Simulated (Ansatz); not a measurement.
**AlGaHF (triplet): the correlation ladder, cc-pVDZ**

Aim: climb from Hartree-Fock through coupled cluster for AlGaHF (triplet) at one geometry and basis, and see what each rung misses.

Method: cc-pVDZ, core rule «outside noble gas», up to 20 orbitals frozen; program: Ansatz 0.2.0, Gaussian basis.

Plan: UHF; CCSD(T) on ROHF; CCSD(T) on UHF; BCCD(T) on ROHF; CISD as a restricted active space (open shells left free, so some higher excitations enter); CCSDT(Q) on ROHF; CCSDT(Q) on UHF.

18 further runs of the same task are left out: 7 that didn't finish, 11 set aside as unsound or not needed. Runs told in other sessions of the task aren't counted.

## (1) The geometry

The geometry is a PBE0/def2-TZVP stationary point (not a proven minimum) of the parent state, kept for this charge and spin. No spin-orbit coupling is included. The filled d shell of Ga may be among the frozen orbitals whatever the setting's name suggests.

4 atoms, charge 0, spin multiplicity 3.

Atoms are counted from 1 here; the program's logs count them from 0.

Bond lengths: Al1–Ga2 2.702 Å, Al1–H4 1.753 Å, Ga2–F3 1.772 Å. Angles: Ga2–Al1–H4 52.2°, Al1–Ga2–F3 147.8°.

## (2) UHF

The input, in.yaml:

```yaml
crystal:
  periodic: [false, false, false]
  atoms:
    - {symbol: Al, position_ang: [0.001288, 0.166682, 2.307639]}
    - {symbol: Ga, position_ang: [-0.000852, -0.220304, -0.366828]}
    - {symbol: F, position_ang: [0.001970, 0.498406, -1.986515]}
    - {symbol: H, position_ang: [-0.012687, 1.383044, 1.045013]}
basis:
  gaussian: {orbitals: cc-pVDZ}
magnetization: {spin_polarized: true, initial_magnetization: 2}
hamiltonian: {xc: hf}
output: {orbitals: {seedname: orbitals}}
```

On the command line:

```console
> ansatz run in.yaml --threads 1 --pin off --events-out ev --progress --plain --max-ram 2393MiB
```

The runs that follow: CCSD(T) on ROHF; CCSD(T) on UHF; BCCD(T) on ROHF; CISD as a restricted active space (open shells left free, so some higher excitations enter); CCSDT(Q) on ROHF; CCSDT(Q) on UHF.

Q: Predict the results of all the runs planned. Wanted: UCCSDT(Q) from the RHF energy; RMP2 from UCCSDT(Q); UMP2 from UCCSDT(Q); RCCSD from UCCSDT(Q); RCCSD(T) from UCCSDT(Q); UCCSD(T) from UCCSDT(Q); RCCSDT(Q) from UCCSDT(Q); T1 diagnostic.

As calculated:

```
                         quantity                      value
    UCCSDT(Q) from the ROHF energy                 -8.6726 eV
              RMP2 from UCCSDT(Q)               +91.0 kJ/mol
              UMP2 from UCCSDT(Q)               +89.4 kJ/mol
             RCCSD from UCCSDT(Q)               +27.9 kJ/mol
          RCCSD(T) from UCCSDT(Q)                +6.6 kJ/mol
          UCCSD(T) from UCCSDT(Q)                +6.6 kJ/mol
         RCCSDT(Q) from UCCSDT(Q)                +0.5 kJ/mol
levels within 1 kcal/mol (43 meV)  RCCSDT, UCCSDT, RCCSDT(Q)
                    T1 diagnostic                      0.035
```

What this shows: RCCSD(T) lands +6.6 kJ/mol from the yardstick (0.8 % of the correlation energy). These misses are within one basis, not against nature; the frozen cores of restricted and unrestricted runs differ, which can shift their rows.
